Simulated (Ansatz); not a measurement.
# WF (R3m) in Ansatz: notebook

One crystal, WF, is run at these levels: PBE, PBE+D3(BJ), PBE+D3(BJ)-ATM, PBE+D4; tasks: relaxation of cell and atoms.

All numbers are computed with Ansatz 0.2.0; they aren't measurements. Logs are shortened: lines on timing, memory, paths and dates and some standing lists are left out, and cuts for length are marked.

### 1 The crystal as given

The structure is trigonal, space group R3m (No. 160). Conventional cell: a = 2.732 Å, b = 2.732 Å, c = 15.209 Å, α = 90.00°, β = 90.00°, γ = 120.00°. W (site symmetry 3m) has 1 F at 1.87 Å as nearest neighbours. F (site symmetry 3m) has 1 W at 1.87 Å as nearest neighbours.

The cell was built by a generator and needn't be a form met in nature.

### 2 Relaxation of cell and atoms, PBE

input.yaml reads:

```yaml
crystal:
  lattice:
    - [1.36589, 0.7886, 5.0696]
    - [-1.36589, 0.7886, 5.0696]
    - [0.0, -1.57719, 5.0696]
  atoms:
    - { symbol: W, position: [0.81412, 0.81412, 0.81412] }
    - { symbol: F, position: [0.93712, 0.93712, 0.93712] }
hamiltonian:
  xc: pbe
  pseudopotentials: { kind: paw }
kpoints:
  mp_grid: { grid: [11, 11, 11] }
scf:
  occupations: { method: fermi_dirac, width: 0.05 }
output:
  forces: true
  stress: true
  eigenvalues: true
  write_density: true
  write_potential: true
  elf: true
  volumetric_format: npy
relax:
  f_tol: 0.01
  max_steps: 40
  cell: { stress_tol: 0.05 }
```

Potentials or basis: Ansatz PAW.

Launch:

```console
$ ansatz run input.yaml --threads 2 --pin off --max-ram 5632MiB --backend cpu --events-out ev --progress --plain --runs-dir out
```

The log of the run:

```text
Warning: RAYON_NUM_THREADS=2 ignored (pool sized by the plan → 2); use --threads N
basis.fft_grid_basis auto: the FFT boxes are laid along the combinations [[1, -1, 0], [0, 1, 0], [0, -1, 1]] of the cell's own vectors, 2.732, 5.309 and 2.732 Å long. The dense box has 20×36×20 points. Along the cell's own vectors, as sized, it would have 36×36×36, 3.24 times as many. Of the 6 symmetry operations that the crystal satisfies within crystal.symmetry.tolerance (time reversal apart; of a slab, those that keep its plane) the dense box along the cell's own vectors carries 6, and the one as laid loses 4 of those. basis.fft_grid_basis: typed keeps the cell's own vectors: state it where this run's energies or levels are differenced outside the engine with another run's, or held beside a run that keeps those vectors. Those combinations have planes normal to reciprocal vector 3, as the cell's own vectors have. Each planar average written beside output.write_density, output.write_potential has a row for each plane of the box: 20. The volumetric files lie along those combinations, not along the cell's own vectors: a cube or XSF file states them, and fields.json those of NumPy files.
Engine: ansatz 0.2.0, aarch64-unknown-linux-gnu
Pseudopotentials: kind: paw
Pseudopotential: W, paw, valence charge 14, recommended cutoff 420 eV (normal), W.paw.azcp
Pseudopotential: F, paw, valence charge 7, recommended cutoff 420 eV (normal), F.paw.azcp
Functional definition: PBE
  parameter kappa = 0.804
  parameter beta = 0.06672455060314922
  exchange = pbe_x(kappa = kappa, mu = beta*pi^2/3)
  correlation = pbe_c(beta = beta)
Crystal: 2 atoms, lattice volume = 32.764 Å³
Basis set: ecut = 420 eV, 635 PW (Γ), FFT grids on a1−a2, a2, −a2+a3, exchange–correlation on 40×72×40 points (8 copies of the dense FFT grid, shifted against one another)
Bands: 15, of which v1, the nominal top of the filled ones, is band 11 counted from 1 (10 counted from 0)
Symmetry: 6 space group operations
Space group: R3m (ITA 160), of the structure as read, at distance tolerance 3.2e-5 Å
k-points: 146 of 1331 (time reversal used)
Non-local potential: W, projectors of the file, l = 0: 3, l = 1: 2, l = 2: 2, l = 3: 1
Non-local potential: F, projectors of the file, l = 0: 2, l = 1: 2, l = 2: 1
PAW form: soft (Blöchl's): semilocal exchange-correlation on the pseudo side does not see the compensation charge
PAW one-centre angular grid: W, 590 points (default); XC on 64 Gauss nodes
PAW one-centre angular grid: F, 110 points (default); XC on 64 Gauss nodes
Initial density: superposition of atomic densities (neutral atoms: chi_scale 0, normalization atom), corrected by the library's trained network
Initial wavefunctions: pseudopotential atomic-orbital guess
Functional: x = pbe(κ = 0.804, μ = 0.2195149727645171), c = pbe(β = 0.06672455060314922)
SCF iter   1: F=—  HF=-11191.577625 eV  |F-HF|=—  |Δ(HF+E_count)|=         —  Δρ=1.53e-2  dr2=1.35e-1  ethr=1.77e-3  ⟨swp⟩=6.1  Hψ=12207  notcnv=0
preconditioner: auto → LDOS  [metal: Δε(μ)=0.008 eV  Ē_g=8.670 eV  σ=0.050 eV  W_gap=0.04  n_scr=4 (ndim 8)  ℏωp=21.5 eV  f_vac=0.066  D(μ)=1.10/eV (n_scr^D=2)  β→1.0]
SCF iter   2: F=—  HF=-11191.554775 eV  |F-HF|=—  |Δ(HF+E_count)|=   2.29e-2  Δρ=9.82e-3  dr2=6.65e-2  ethr=6.45e-4  ⟨swp⟩=3.0  Hψ=5357  notcnv=0  defer=28
SCF iter   3: F=—  HF=-11191.537202 eV  |F-HF|=—  |Δ(HF+E_count)|=   1.76e-2  Δρ=1.47e-3  dr2=1.41e-3  ethr=3.17e-4  ⟨swp⟩=3.0  Hψ=4222  notcnv=0  defer=28
SCF iter   4: F=—  HF=-11191.536956 eV  |F-HF|=—  |Δ(HF+E_count)|=   2.46e-4  Δρ=3.68e-4  dr2=4.16e-5  ethr=6.71e-6  ⟨swp⟩=2.5  Hψ=3420  notcnv=0  defer=28
[... 94 lines left out ...]
SCF iter   6: F=-11191.537677 eV  HF=-11191.537677 eV  |F-HF|=1.46e-11  |Δ(HF+E_count)|=  2.36e-11  Δρ=2.10e-7  dr2=9.87e-12  ethr=1.00e-12  ⟨swp⟩=6.0  Hψ=9556  notcnv=0
SCF 9 converged in 6 iterations: F = -11191.537677 eV  dr2 = 9.87e-12
relax step   9: F+E_penalty+E_count = -11191.53767685 eV  Δ(F+E_penalty+E_count) = +1.502e-4 eV  max|allowed force component| = 1.196e-3 eV/Å  Δτ_max = 0.0000 Å  P = -0.003 GPa  Ω = 32.482 Å³  stress off target by 4.41e-3 GPa  SCF on the basis re-selected at this cell (its energy is not comparable with the rows above)  (6 SCF iters)
basis re-selected at this cell: Δ(F+E_penalty+E_count) = +1.502e-4 eV, ΔP = -0.006 GPa vs the last step (what re-selecting the basis moved, of the pressure what is left beyond the Pulay correction that the steps carried, after the strain that the cell walked since its last selection, with what the two solves' SCF thresholds leave and, on support functions, any second-order correction that the steps lacked; it is no measure of the basis error at this ecutwfc). This SCF's stress stands 4.41e-3 GPa from its target on what of the cell is left free (relax.cell.stress_tol is 5.00e-2 GPa) and its largest allowed force component is 1.20e-3 eV/Å (relax.f_tol is 1.00e-2 eV/Å): within both
SCF converged after 6 iterations
Free energy (F): -11191.537677 eV
Harris-Foulkes:  -11191.537677 eV  (|F-HF|=1.46e-11)
Internal energy: -11191.527159 eV  (E = F + TS)
E sigma→0 (E₀):  -11191.532418 eV
Entropy (-TS):   -0.010517 eV (-5.259 meV/atom)
Fermi energy:    10.972453 eV
--- Per-component energies (eV) ---
  E_band       = -239.693109
  E_kinetic    = 652.245086
  E_local      = -1724.841362  (includes V_loc(G=0)·N_el)
  E_nonlocal   = 75.651962
  E_hartree    = 642.603727
  E_xc         = -343.949318
  E_vxc        = -337.393953  (∫ρ·V_xc dr)
  E_paw        = -8762.778146  (= ΣΔE_a)
  E_vpaw       = -190.564267  (= ΣTr[D̂ρ^β])
  E_aug_tail   = 0.001999  (compensation charges beyond the density's cutoff)
  E_ewald      = -1730.461108
  E_smearing   = -0.010517  (= −TS)
  E_closure    = 0.000000  (closes the sum)
  Σ components = -11191.537677   (vs F -11191.537677, Δ=0.00e0)
--- Forces (eV/Å), atoms counted from 1 ---
  atom   1  W     -0.00000000    -0.00000000    -0.00117559
  atom   2  F      0.00000000     0.00000000     0.00121594
  max |Σ_I F_I| component: 4.03e-5 eV/Å
--- Stress (GPa, compression-positive) ---
       -0.004414       0.000000       0.000000
        0.000000      -0.004414       0.000000
       -0.000000       0.000000      -0.000084
  P = ⅓ Tr σ = -0.0030 GPa (-0.030 kbar)
--- Band table (eV; the first three rows and the last of 146) ---
  k-point 0: bands = ["-63.0976", "-27.8322", "-26.5365", "-26.5365", "-13.2243", "4.3365", "4.3737", "6.8867", "6.8867", "10.7056", "10.7816", "10.7816", "14.5968", "14.5968", "16.9871"]
  k-point 1: bands = ["-63.0884", "-27.8177", "-26.6427", "-26.5606", "-13.1881", "4.3875", "4.7205", "6.6831", "6.8448", "10.4601", "10.7254", "11.1187", "14.0145", "14.5012", "17.9294"]
  k-point 2: bands = ["-63.0637", "-27.7784", "-26.9211", "-26.6247", "-13.0896", "4.4607", "5.4426", "6.3915", "6.7343", "9.8649", "10.6629", "12.0943", "13.4369", "14.2564", "19.5430"]
  k-point 145: bands = ["-63.0884", "-27.8200", "-26.6427", "-26.5606", "-13.1543", "3.6140", "4.9936", "6.6560", "6.8566", "10.4625", "11.1180", "11.8507", "14.2949", "14.4576", "17.0566"]
--- Relaxed structure (7 steps of the walk, 5 accepted, 2 SCFs on fresh bases) ---
  F+E_penalty+E_count = -11191.53767685 eV   max|allowed force component| = 1.196e-3 eV/Å   (the final SCF, on the basis selected at the relaxed cell)
  cell:  # Å, volume = 32.4823 Å³
    - [1.368899749290153, 0.790336283828265, 5.003943982270925]
    - [-1.368899749290153, 0.790336283828265, 5.003943982270925]
    - [4.836860828154684e-34, -1.58066763241045, 5.003944761755216]
  atoms:
    - { symbol: W, position: [0.8132560609964649, 0.8132560609964649, 0.8132560609964652] }
    - { symbol: F, position: [0.9379839390035352, 0.9379839390035352, 0.9379839390035354] }
```

rho_z.tsv:

```text
# z_ang	rho[e/angstrom^3]
# format = ansatz-planar-average/11
# lattice	1.368899749	0.790336284	5.003943982
# lattice	-1.368899749	0.790336284	5.003943982
# lattice	0.000000000	-1.580667632	5.003944762
# sites	2
# site	74	0.000000000	0.000004014	12.208463951
# site	9	0.000000000	0.000004629	14.080857992
0.000000	1.102923e0
0.262383	8.679271e-1
0.524766	6.230692e-1
0.787150	4.280143e-1
1.049533	3.030170e-1
1.311916	2.334481e-1
[... 12 lines left out ...]
4.722897	1.303997e0
4.985280	1.260833e0
```

v_z.tsv:

```text
# z_ang	v_es[eV]	v_tot[eV]
# format = ansatz-planar-average/11
# xc	pbe
# density_cutoff_ev	1680
# datasets	W=:simpson_from_first_knot:soft	F=:simpson_from_first_knot:soft
# lattice	1.368899749	0.790336284	5.003943982
# lattice	-1.368899749	0.790336284	5.003943982
# lattice	0.000000000	-1.580667632	5.003944762
# sites	2
# site	74	0.000000000	0.000004014	12.208463951
# site	9	0.000000000	0.000004629	14.080857992
0.000000	1.006010e0	-1.158529e1
0.262383	3.271683e0	-8.645277e0
0.524766	5.866972e0	-5.269488e0
0.787150	8.463782e0	-1.880783e0
1.049533	1.070918e1	1.094721e0
1.311916	1.208747e1	3.048466e0
[... 12 lines left out ...]
4.722897	-1.726177e0	-1.504554e1
4.985280	-6.978527e-1	-1.377121e1
```

It took 40 s on 2 threads of Arm Neoverse V2, shared host; peak memory 0.39 GiB.

Results:

* Free energy: -11191.5377 eV
* Relaxed volume: 16.24 Å³/atom
* Relaxed cell: a = 5.248 Å, b = 5.248 Å, c = 5.248 Å, α = 30.24°, β = 30.24°, γ = 30.24°
* Space group after relaxing (to 0.05 Å): R3m (No. 160)
* Energy gained by relaxing: 0.4 meV/atom
* Ionic steps: 7
* Pressure after relaxing: 0.0 GPa
* Band gap on the k mesh: none (metal or under the smearing width)

Step by step:
```csv
step,energy change (eV),largest force (eV/Å),volume (Å³)
1,0.0000,0.0028,32.76
2,-0.0004,0.0068,32.80
3,-0.0009,0.0200,32.66
4,-0.0011,0.0004,32.56
5,-0.0009,0.0006,32.56
6,-0.0010,0.0013,32.48
7,-0.0009,0.0012,32.48
```

Final structure:
```
W F
1.0
     1.36890    0.79034    5.00394
    -1.36890    0.79034    5.00394
     0.00000   -1.58067    5.00394
W F
1 1
Cartesian
  0.0000 0.0000 12.2085
  0.0000 0.0000 14.0809
```

Caveat: the plane-wave basis is chosen anew once the cell has moved, so the energies of steps on either side of that aren't comparable; the pressure holds a Pulay correction of +0.4 GPa for the finite cutoff; an odd number of electrons without spin polarisation forces a metal; a magnetic or distorted state may lie lower. The run has no spin-orbit coupling, so splittings on W are missing.

### 3 Relaxation of cell and atoms, PBE+D3(BJ)

Edit input.yaml of step 2 so:

```diff
@@ -11,2 +11,3 @@
   pseudopotentials: { kind: paw }
+  dispersion: d3bj
 kpoints:
@@ -19,6 +20,2 @@
   eigenvalues: true
-  write_density: true
-  write_potential: true
-  elf: true
-  volumetric_format: npy
 relax:
```

Potentials or basis: Ansatz PAW.

Launch:

```console
$ ansatz run input.yaml --threads 2 --pin off --max-ram 5632MiB --backend cpu --events-out ev --progress --plain --runs-dir out
```

Run time: 39 s. Hardware: 2 threads of Arm Neoverse V2, shared host; peak memory 0.39 GiB.

Results (log left out):

```yaml
Free_energy: -11192.0550 eV
Relaxed_volume: 14.74 Å³/atom
Relaxed_cell: a = 4.860 Å, b = 4.860 Å, c = 4.860 Å, α = 32.51°, β = 32.51°, γ = 32.51°
Space_group_after_relaxing_to_0.05_Å: R3m (No. 160)
Energy_gained_by_relaxing: 19.2 meV/atom
Ionic_steps: 10
Pressure_after_relaxing: 0.0 GPa
Band_gap_on_the_k_mesh: none (metal or under the smearing width)
```

Step by step:
```tsv
step	energy change (eV)	largest force (eV/Å)	volume (Å³)
1	0.0000	0.0105	32.76
2	-0.0266	0.3624	30.64
3	-0.0368	0.4656	29.68
4	-0.0402	0.1034	29.95
5	-0.0414	0.0018	29.72
6	-0.0415	0.0007	29.68
7	-0.0382	0.0002	29.68
8	-0.0389	0.0026	29.46
9	-0.0389	0.0000	29.47
10	-0.0384	0.0002	29.47
```

Final structure:
```
W F
1.0
     1.36019    0.78531    4.59900
    -1.36019    0.78531    4.59900
     0.00000   -1.57061    4.59900
W F
1 1
Direct
  0.80704 0.80704 0.80704
  0.94420 0.94420 0.94420
```

Levels at points of the mesh, in eV from the Fermi level:
| k point | band 8 | band 9 | band 10 | band 11 | band 12 | band 13 |
| --- | --- | --- | --- | --- | --- | --- |
| (0.00, 0.00, 0.00) | -4.30 | -4.30 | -0.22 | -0.22 | -0.08 | 3.63 |

Caveat: the plane-wave basis is chosen anew once the cell has moved, so the energies of steps on either side of that aren't comparable; the pressure holds a Pulay correction of +0.4 GPa for the finite cutoff; an odd number of electrons without spin polarisation forces a metal; a magnetic or distorted state may lie lower; pairwise dispersion overbinds metals, which lowers pressure and volume.

### 4 Relaxation of cell and atoms, PBE+D3(BJ)-ATM

Edit input.yaml of step 3 so:

```diff
@@ -11,3 +11,3 @@
   pseudopotentials: { kind: paw }
-  dispersion: d3bj
+  dispersion: d3bjatm
 kpoints:
@@ -20,2 +20,6 @@
   eigenvalues: true
+  write_density: true
+  write_potential: true
+  elf: true
+  volumetric_format: npy
 relax:
```

Launch:

```console
$ ansatz run input.yaml --threads 2 --pin off --max-ram 5632MiB --backend cpu --events-out ev --progress --plain --runs-dir out
```

It took 44 s on 2 threads of Arm Neoverse V2, shared host; peak memory 0.39 GiB.

The run converged. Its results:

| Quantity | Value |
| --- | --- |
| Free energy | -11192.0165 eV |
| Relaxed volume | 14.88 Å³/atom |
| Relaxed cell | a = 4.894 Å, b = 4.894 Å, c = 4.894 Å, α = 32.30°, β = 32.30°, γ = 32.30° |
| Space group after relaxing (to 0.05 Å) | R3m (No. 160) |
| Energy gained by relaxing | 15.8 meV/atom |
| Ionic steps | 10 |
| Pressure after relaxing | 0.0 GPa |
| Band gap on the k mesh | none (metal or under the smearing width) |

The path:
| step | energy change (eV) | largest force (eV/Å) | volume (Å³) |
| --- | --- | --- | --- |
| 1 | 0.0000 | 0.0108 | 32.76 |
| 2 | -0.0236 | 0.3546 | 30.74 |
| 3 | -0.0313 | 0.3747 | 30.02 |
| 4 | -0.0336 | 0.0979 | 30.18 |
| 5 | -0.0345 | 0.0009 | 29.97 |
| 6 | -0.0345 | 0.0003 | 29.97 |
| 7 | -0.0315 | 0.0002 | 29.97 |
| 8 | -0.0322 | 0.0081 | 29.73 |
| 9 | -0.0321 | 0.0000 | 29.76 |
| 10 | -0.0317 | 0.0003 | 29.76 |

Final structure:
```cif
data_structure
_symmetry_space_group_name_H-M 'P 1'
_symmetry_Int_Tables_number 1
_cell_length_a 4.8941
_cell_length_b 4.8941
_cell_length_c 4.8941
_cell_angle_alpha 32.303
_cell_angle_beta 32.303
_cell_angle_gamma 32.303
_cell_volume 29.76
loop_
_atom_site_label
_atom_site_type_symbol
_atom_site_fract_x
_atom_site_fract_y
_atom_site_fract_z
_atom_site_occupancy
W1 W 0.80766 0.80766 0.80766 1
F1 F 0.94358 0.94358 0.94358 1
```

Levels at points of the mesh, in eV from the Fermi level:
```
           k point  band 7  band 8  band 9  band 10  band 11  band 12  band 13  band 14
(0.00, 0.00, 0.00)   -6.57   -4.27   -4.27    -0.22    -0.22    -0.11     3.63     3.63
```

Caveat: the plane-wave basis is chosen anew once the cell has moved, so the energies of steps on either side of that aren't comparable; the pressure holds a Pulay correction of +0.4 GPa for the finite cutoff; an odd number of electrons without spin polarisation forces a metal; a magnetic or distorted state may lie lower; pairwise dispersion overbinds metals, which lowers pressure and volume. The run has no spin-orbit coupling, so splittings on W are missing.

### 5 Relaxation of cell and atoms, PBE+D4

Edit input.yaml of step 4 so:

```diff
@@ -11,3 +11,3 @@
   pseudopotentials: { kind: paw }
-  dispersion: d3bjatm
+  dispersion: d4
 kpoints:
@@ -20,6 +20,2 @@
   eigenvalues: true
-  write_density: true
-  write_potential: true
-  elf: true
-  volumetric_format: npy
 relax:
```

Launch:

```console
$ ansatz run input.yaml --threads 2 --pin off --max-ram 5632MiB --backend cpu --events-out ev --progress --plain --runs-dir out
```

It took 40 s on 2 threads of Arm Neoverse V2, shared host; peak memory 0.39 GiB.

It converged, with:

| Property | Result |
| --- | --- |
| Free energy | -11192.0902 eV |
| Relaxed volume | 14.74 Å³/atom |
| Relaxed cell | a = 4.861 Å, b = 4.861 Å, c = 4.861 Å, α = 32.50°, β = 32.50°, γ = 32.50° |
| Space group after relaxing (to 0.05 Å) | R3m (No. 160) |
| Energy gained by relaxing | 19.4 meV/atom |
| Ionic steps | 10 |
| Pressure after relaxing | 0.0 GPa |
| Band gap on the k mesh | none (metal or under the smearing width) |

The path:
| step | energy change (eV) | largest force (eV/Å) | volume (Å³) |
| --- | --- | --- | --- |
| 1 | 0.0000 | 0.0158 | 32.76 |
| 2 | -0.0269 | 0.3646 | 30.64 |
| 3 | -0.0372 | 0.4658 | 29.67 |
| 4 | -0.0406 | 0.1039 | 29.96 |
| 5 | -0.0418 | 0.0020 | 29.73 |
| 6 | -0.0419 | 0.0007 | 29.69 |
| 7 | -0.0386 | 0.0002 | 29.69 |
| 8 | -0.0393 | 0.0025 | 29.47 |
| 9 | -0.0393 | 0.0000 | 29.49 |
| 10 | -0.0388 | 0.0002 | 29.49 |

Final structure:
```cif
data_structure
_symmetry_space_group_name_H-M 'P 1'
_symmetry_Int_Tables_number 1
_cell_length_a 4.8610
_cell_length_b 4.8610
_cell_length_c 4.8610
_cell_angle_alpha 32.500
_cell_angle_beta 32.500
_cell_angle_gamma 32.500
_cell_volume 29.49
loop_
_atom_site_label
_atom_site_type_symbol
_atom_site_fract_x
_atom_site_fract_y
_atom_site_fract_z
_atom_site_occupancy
W1 W 0.80705 0.80705 0.80705 1
F1 F 0.94419 0.94419 0.94419 1
```

Levels at points of the mesh, in eV from the Fermi level:
| k point | band 6 | band 7 | band 8 | band 9 | band 10 | band 11 | band 12 | band 13 | band 14 | band 15 |
| --- | --- | --- | --- | --- | --- | --- | --- | --- | --- | --- |
| (0.00, 0.00, 0.00) | -6.99 | -6.56 | -4.30 | -4.30 | -0.22 | -0.22 | -0.08 | 3.63 | 3.63 | 6.13 |

Caveat: the plane-wave basis is chosen anew once the cell has moved, so the energies of steps on either side of that aren't comparable; the pressure holds a Pulay correction of +0.4 GPa for the finite cutoff; an odd number of electrons without spin polarisation forces a metal; a magnetic or distorted state may lie lower; pairwise dispersion overbinds metals, which lowers pressure and volume.

### 6 Overview

```tsv
level	gap on the mesh (eV)	pressure (GPa)	relaxed volume (Å³/atom)
PBE	none	0.0	16.24
PBE+D3(BJ)	none	0.0	14.74
PBE+D3(BJ)-ATM	none	0.0	14.88
PBE+D4	none	0.0	14.74
```

Alike in all rows: task relaxation of cell and atoms; potentials or basis Ansatz PAW; no spin polarisation; cell relaxed; k mesh 11 × 11 × 11; cutoff (eV) 420; smearing fermi-dirac 0.05 eV.

Caveats: the plane-wave basis is chosen anew once the cell has moved, so the energies of steps on either side of that aren't comparable; an odd number of electrons without spin polarisation forces a metal; a magnetic or distorted state may lie lower; pairwise dispersion overbinds metals, which lowers pressure and volume (some runs).

Total energies depend on the potentials used, so only differences within one code and one set of settings carry meaning.
